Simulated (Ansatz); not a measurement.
# FH₅O₂Si₂: up Jacob's ladder to CCSD(T)

How much do the methods differ for FH₅O₂Si₂? The plan is to run it at one geometry with functionals of several rungs and with coupled cluster. The yardstick is the atomisation energy at the CCSD(T) limit.

The runs use Ansatz 0.2.0, Gaussian basis; functionals in def2-TZVPP, the program's frozen cores in correlated methods.

Levels to be run: LDA (SPW92), PBE-D4, revPBE-D4, BLYP-D4, r2SCAN-D4, B97M-V, PBE0-D4, B3LYP-D4, r2SCANh-D4, r2SCAN0-D4, HSE06-D4, BHLYP-D4, CAM-B3LYP-D4, LC-ωPBE, ωB97X-V, ωB97M-V, B2PLYP, PBE-QIDH; CCSD(T)/def2-SVP; CCSD(T)/def2-TZVPP; MP2/def2-QZVPP; extrapolation to the limit; RPA on PBE.

## 1. Structure used throughout

All runs share one geometry, relaxed beforehand with PBE0-D4 in a triple-zeta def2 set.

10 atoms, charge 0, spin multiplicity 1.

Atoms are counted from 1 here; the program's logs count them from 0.

Bond lengths: O1–Si2 1.646 Å, O1–H6 0.959 Å, Si2–O3 1.645 Å, Si2–Si4 2.353 Å, Si2–H7 1.485 Å, O3–H8 0.959 Å, Si4–F5 1.614 Å, Si4–H9 1.488 Å, Si4–H10 1.485 Å. Angles: Si2–O1–H6 117.3°, O1–Si2–O3 113.6°, O1–Si2–Si4 109.5°, O1–Si2–H7 103.8°, O3–Si2–Si4 105.0°, O3–Si2–H7 110.7°, Si4–Si2–H7 114.5°, Si2–O3–H8 118.2°, Si2–Si4–F5 106.4°, Si2–Si4–H9 111.9°, Si2–Si4–H10 114.1°, F5–Si4–H9 107.3°, F5–Si4–H10 107.8°, H9–Si4–H10 108.9°.

## 2. LDA

This LDA is Slater exchange with PW92 correlation.

File in.yaml:

```yaml
crystal:
  periodic: [false, false, false]
  atoms:
    - {symbol: O, position_ang: [-1.330537, -1.118511, 0.890692]}
    - {symbol: Si, position_ang: [0.199439, -0.632012, 0.529791]}
    - {symbol: O, position_ang: [0.947063, -1.584451, -0.583545]}
    - {symbol: Si, position_ang: [0.134246, 1.508908, -0.445241]}
    - {symbol: F, position_ang: [-1.222668, 1.573051, -1.316670]}
    - {symbol: H, position_ang: [-2.003273, -0.988358, 0.219205]}
    - {symbol: H, position_ang: [0.907754, -0.692729, 1.834102]}
    - {symbol: H, position_ang: [1.124905, -2.498008, -0.351225]}
    - {symbol: H, position_ang: [0.052912, 2.583708, 0.580058]}
    - {symbol: H, position_ang: [1.273158, 1.797402, -1.354165]}
basis:
  gaussian: {orbitals: def2-TZVPP}
hamiltonian: {xc: lda}
output: {orbitals: {seedname: orbitals}}
```

Command:

```sh
$ ansatz run in.yaml --threads 4 --pin off --events-out ev --progress --plain --max-ram 10444MiB
```

The runs that follow: PBE-D4 (GGA); revPBE-D4 (GGA); BLYP-D4 (GGA); r2SCAN-D4 (meta-GGA); B97M-V (meta-GGA); B3LYP-D4 (hybrid); r2SCANh-D4 (hybrid); r2SCAN0-D4 (hybrid); HSE06-D4 (hybrid); BHLYP-D4 (hybrid); CAM-B3LYP-D4 (range-separated); LC-ωPBE (range-separated); ωB97X-V (range-separated); ωB97M-V (range-separated); B2PLYP (double hybrid); PBE-QIDH (double hybrid); CCSD(T) in def2-SVP; CCSD(T) in def2-TZVPP; MP2 in def2-QZVPP; RPA on PBE orbitals.

Q: Predict the results of all the runs planned. Wanted: atomisation energy, CCSD(T)/CBS; farthest beyond LDA; mean size of error, GGA; mean size of error, meta-GGA; mean size of error, hybrid; mean size of error, range-separated; mean size of error, double hybrid; gap, smallest and largest; T1 diagnostic.

The runs gave:

```
                               quantity                                      value
        atomisation energy, CCSD(T)/CBS                              3657.7 kJ/mol
 functionals within 18.3 kJ/mol (0.5 %)              PBE-D4, CAM-B3LYP-D4, ωB97X-V
                    farthest beyond LDA                   BHLYP-D4 (-154.3 kJ/mol)
                mean size of error, GGA                                55.7 kJ/mol
           mean size of error, meta-GGA                                27.5 kJ/mol
             mean size of error, hybrid                                88.3 kJ/mol
    mean size of error, range-separated                                25.4 kJ/mol
      mean size of error, double hybrid                                78.6 kJ/mol
              gap, smallest and largest  4.81 eV (LDA (SPW92)), 11.95 eV (LC-ωPBE)
                          T1 diagnostic                                     0.0123
triples share of the correlation energy                                      3.2 %
```

In words: LDA overbinds by 471.1 kJ/mol (13 %). PBE-D4 misses by -13.6 kJ/mol. Double hybrids carry the basis error of their MP2 part in triple zeta, and no dispersion term here, so their miss is partly the set-up's. By mean error the best rung here is range-separated (25.4 kJ/mol) and the worst beyond LDA is hybrid (88.3 kJ/mol). double hybrid functionals lie within the reference's doubt of that worst mean (78.6 kJ/mol), so those two tie. The gap between the best rungs is small, so their order is not settled. The mean of the hybrids holds BHLYP, with half exact exchange. Misses under about 18.3 kJ/mol are within the doubt on the reference itself, which lacks core-valence correlation, relativity and higher excitations. Hartree-Fock recovers 72 % of the binding; the rest is correlation. CCSD(T) in def2-SVP is off by -343.4 kJ/mol, more than most functionals: a good method in a small basis is no reference. Orbital gaps span 4.8 to 12.0 eV; exact exchange widens them.
